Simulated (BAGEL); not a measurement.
# CHBClNO (SMILES O=C=NBCl): HF/STO-3G (density fitting with qzvpp-jkfit)

What is the vertical ionisation energy of CHBClNO at HF/STO-3G (density fitting with qzvpp-jkfit)? 

Program for the calculation: BAGEL 1.2.2.

1 further run of the same task is left out (set aside as unsound or not needed).

### 1 The system as given

The species is CHBClNO (6 atoms), meant as a singlet with charge 0. SMILES: `O=C=NBCl`. The shape is that of a PBE0-D4/def2-TZVP optimisation. This is one conformer, not always the lowest.

Bond lengths: O1–C2 1.158 Å, C2–N3 1.201 Å, N3–B4 1.405 Å, B4–Cl5 1.751 Å, B4–H6 1.188 Å. Angles: O1–C2–N3 175.5°, C2–N3–B4 151.0°, N3–B4–Cl5 120.8°, N3–B4–H6 120.8°, Cl5–B4–H6 118.4°.

### 2 The energy at HF/STO-3G (density fitting with qzvpp-jkfit)

Input file calc.json:

```json
{ "bagel": [

{
  "title": "molecule",
  "basis": "sto-3g",
  "df_basis": "qzvpp-jkfit",
  "angstrom": true,
  "geometry": [
    { "atom": "O", "xyz": [   -0.576200,   -2.573500,   -0.042300 ] },
    { "atom": "C", "xyz": [   -0.208400,   -1.485700,    0.108200 ] },
    { "atom": "N", "xyz": [    0.227800,   -0.389200,    0.333900 ] },
    { "atom": "B", "xyz": [    0.287300,    0.988100,    0.065000 ] },
    { "atom": "Cl", "xyz": [   -0.690300,    1.696500,   -1.203300 ] },
    { "atom": "H", "xyz": [    1.001700,    1.700000,    0.692200 ] }
  ]
},
{ "title": "hf" },
{ "title": "print", "file": "orbitals.molden", "orbitals": true }

]}
```

Run with:

```sh
BAGEL_NUM_THREADS=1 BAGEL calc.json > calc.out
```

The log of the run:

```text
* using 1 threads per process

  ===============================================================
  ===============================================================

  *** Geometry ***

  { "atom" : "O", "xyz" : [     -1.088860,     -4.863210,     -0.079935 ] },
  { "atom" : "C", "xyz" : [     -0.393819,     -2.807566,      0.204468 ] },
  { "atom" : "N", "xyz" : [      0.430480,     -0.735481,      0.630980 ] },
  { "atom" : "B", "xyz" : [      0.542918,      1.867238,      0.122832 ] },
  { "atom" : "Cl", "xyz" : [     -1.304478,      3.205920,     -2.273907 ] },
  { "atom" : "H", "xyz" : [      1.892939,      3.212534,      1.308068 ] },

  Number of auxiliary basis functions:      450

  Since a DF basis is specified, we compute 2- and 3-index integrals:
    o Being stored without compression. Storage requirement is 0.003 GB

  Number of basis functions:       30
  Number of electrons      :       44

    * METHOD: MOLECULE                             0.13

  *** RHF ***

  === Nuclear Repulsion ===
   167.8822992090

      * DIIS with orbital gradients will be used.

  === RHF iteration (sto-3g) ===
      0       -644.43312438          0.02189385           0.02
      1       -644.52867276          0.01321997           0.01
      2       -644.56105467          0.00269486           0.01
      3       -644.56280013          0.00081077           0.01
      4       -644.56303033          0.00018643           0.01
      5       -644.56305249          0.00008912           0.01
      6       -644.56306036          0.00004971           0.01
      7       -644.56306383          0.00001117           0.01
      8       -644.56306393          0.00000366           0.01
      9       -644.56306394          0.00000172           0.01
     10       -644.56306394          0.00000041           0.01
     11       -644.56306394          0.00000017           0.01
     12       -644.56306394          0.00000007           0.01
     13       -644.56306394          0.00000002           0.01
     14       -644.56306394          0.00000001           0.01
     15       -644.56306394          0.00000000           0.01
    * SCF iteration converged.

    * Permanent dipole moment:
           (   -0.275619,     0.273693,    -0.374800) a.u.

    * METHOD: HF                                   0.31

    * METHOD: PRINT                                0.00

  ===============================================================
```

Wall time 0.72 s (1 thread of Intel Xeon Platinum 8488C (Sapphire Rapids), shared host); peak memory 0.08 GiB.

### 3 The doublet cation

Input file input.json:

```json
{ "bagel" : [

{
  "title" : "molecule",
  "basis" : "sto-3g",
  "df_basis" : "qzvpp-jkfit",
  "angstrom" : "true",
  "geometry" : [
    { "atom" : "O", "xyz" : [   -0.576200,   -2.573500,   -0.042300 ] },
    { "atom" : "C", "xyz" : [   -0.208400,   -1.485700,    0.108200 ] },
    { "atom" : "N", "xyz" : [    0.227800,   -0.389200,    0.333900 ] },
    { "atom" : "B", "xyz" : [    0.287300,    0.988100,    0.065000 ] },
    { "atom" : "Cl", "xyz" : [   -0.690300,    1.696500,   -1.203300 ] },
    { "atom" : "H", "xyz" : [    1.001700,    1.700000,    0.692200 ] }
  ]
},
{
  "title" : "uhf",
  "charge" : 1,
  "nopen" : 1
},
{
  "title" : "print",
  "file" : "orbitals.molden",
  "orbitals" : "true"
}

]}
```

Run with:

```sh
BAGEL_NUM_THREADS=1 BAGEL input.json > input.out
```

The log of the run:

```text
* using 1 threads per process

  ===============================================================
  ===============================================================

  *** Geometry ***

  { "atom" : "O", "xyz" : [     -1.088860,     -4.863210,     -0.079935 ] },
  { "atom" : "C", "xyz" : [     -0.393819,     -2.807566,      0.204468 ] },
  { "atom" : "N", "xyz" : [      0.430480,     -0.735481,      0.630980 ] },
  { "atom" : "B", "xyz" : [      0.542918,      1.867238,      0.122832 ] },
  { "atom" : "Cl", "xyz" : [     -1.304478,      3.205920,     -2.273907 ] },
  { "atom" : "H", "xyz" : [      1.892939,      3.212534,      1.308068 ] },

  Number of auxiliary basis functions:      450

  Since a DF basis is specified, we compute 2- and 3-index integrals:
    o Being stored without compression. Storage requirement is 0.003 GB

  Number of basis functions:       30
  Number of electrons      :       44

    * METHOD: MOLECULE                             0.13

  *** Open-shell HF ***

  === Nuclear Repulsion ===
   167.8822992090

      * DIIS with orbital gradients will be used.

  === UHF iteration (sto-3g) ===
      0       -644.06429862          0.04736205           0.03
      1       -644.17673658          0.03811842           0.03
      2       -644.21092819          0.02856070           0.03
      3       -644.25953283          0.00235419           0.03
      4       -644.26401297          0.00174106           0.03
      5       -644.26680955          0.00135494           0.03
      6       -644.26957706          0.00062672           0.03
      7       -644.26986110          0.00015000           0.04
      8       -644.26987197          0.00006034           0.04
      9       -644.26987393          0.00003140           0.05
     10       -644.26987467          0.00001627           0.04
     11       -644.26987486          0.00000818           0.04
     12       -644.26987493          0.00000495           0.04
     13       -644.26987497          0.00000344           0.03
     14       -644.26987499          0.00000260           0.03
     15       -644.26987500          0.00000236           0.03
     16       -644.26987500          0.00000220           0.03
     17       -644.26987501          0.00000208           0.04
     18       -644.26987502          0.00000188           0.03
     19       -644.26987503          0.00000136           0.03
     20       -644.26987504          0.00000072           0.03
     21       -644.26987505          0.00000042           0.03
     22       -644.26987505          0.00000029           0.03
     23       -644.26987505          0.00000018           0.03
     24       -644.26987505          0.00000010           0.03
     25       -644.26987505          0.00000007           0.03
     26       -644.26987505          0.00000006           0.03
     27       -644.26987505          0.00000005           0.03
     28       -644.26987505          0.00000005           0.03
     29       -644.26987505          0.00000004           0.03
     30       -644.26987505          0.00000003           0.03
     31       -644.26987505          0.00000003           0.03
     32       -644.26987505          0.00000002           0.03
     33       -644.26987505          0.00000001           0.03
    * SCF iteration converged.

    * S^2 (UHF) is 0.9538

    * Permanent dipole moment:
           (   -0.654597,     1.758710,    -1.159406) a.u.

    * METHOD: UHF                                  1.18

    * METHOD: PRINT                                0.00

  ===============================================================
```

It took 1.6 s on 1 thread of Intel Xeon Platinum 8488C (Sapphire Rapids), shared host; peak memory 0.08 GiB.

### 4 Outcome

Level: HF/STO-3G (density fitting with qzvpp-jkfit).

```
                                          quantity          value
                     singlet CHBClNO: total energy  -644.56306 Eh
                    singlet CHBClNO: dipole moment         1.37 D
                      singlet CHBClNO: HOMO energy       -9.78 eV
                      singlet CHBClNO: LUMO energy        4.97 eV
                    singlet CHBClNO: HOMO–LUMO gap       14.75 eV
                      doublet cation: total energy  -644.26988 Eh
                              doublet cation: ⟨S²⟩          0.954
vertical ionisation energy (to the doublet cation)       7.978 eV
```

**Reading.** The vertical ionisation energy comes to 7.98 eV (770 kJ/mol). The negative HOMO energy of the first species, 9.78 eV, lies 1.80 eV above that difference. In a minimal basis such a difference can be off by several eV, whatever the method. ⟨S²⟩ (doublet cation) is 0.95 where a pure doublet has 0.75: the reference is spin-contaminated.
